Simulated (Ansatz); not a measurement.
GaSn:

```
CELL_PARAMETERS angstrom
0.00000 2.90288 3.09822
2.72925 0.00000 3.09822
2.72925 2.90288 0.00000
ATOMIC_POSITIONS crystal
Ga 0.50000 0.50000 0.50000
Sn 0.00000 0.00000 0.00000
```

The cell was built by a generator and needn't be a form met in nature.

| Item | Value |
| --- | --- |
| Program | Ansatz 0.2.0 |
| Task | relaxation of cell and atoms |
| Functional | LDA |
| Potentials or basis | Ansatz PAW |
| Cutoff | 420 eV (not typed: the program's choice for these potentials) |
| k mesh | 8 × 8 × 8 |
| Occupations | fermi-dirac, width 0.05 eV |
| Spin | no spin polarisation |

At the start: volume 24.55 Å³/atom.

**Question.** Where does the relaxation end?

**Answer.** It ends after 6 steps and the volume is 22.36 Å³/atom (-8.9 %); space group Fm-3m (No. 225, to 0.05 Å).

Step by step:
```csv
step,energy change (eV),largest force (eV/Å),volume (Å³)
1,0.0000,0.0000,49.09
2,-0.1147,0.0000,46.05
3,-0.1668,0.0000,44.64
4,-0.1683,0.0000,44.81
5,-0.1683,0.0000,44.72
6,-0.1678,0.0000,44.72
```

Final structure:
```yaml
crystal:
  lattice:
    - [0.00000, 2.81659, 2.81741]
    - [2.81762, 0.00000, 2.81741]
    - [2.81762, 2.81659, 0.00000]
  atoms:
    - { symbol: Ga, position: [0.50000, 0.50000, 0.50000] }
    - { symbol: Sn, position: [0.00000, 0.00000, 0.00000] }
```

Caveat: the plane-wave basis is chosen anew once the cell has moved, so the energies of steps on either side of that aren't comparable; the PAW data sets come from PBE, with cores solved anew for the run's functional, which leaves a small shift of forces and pressure.
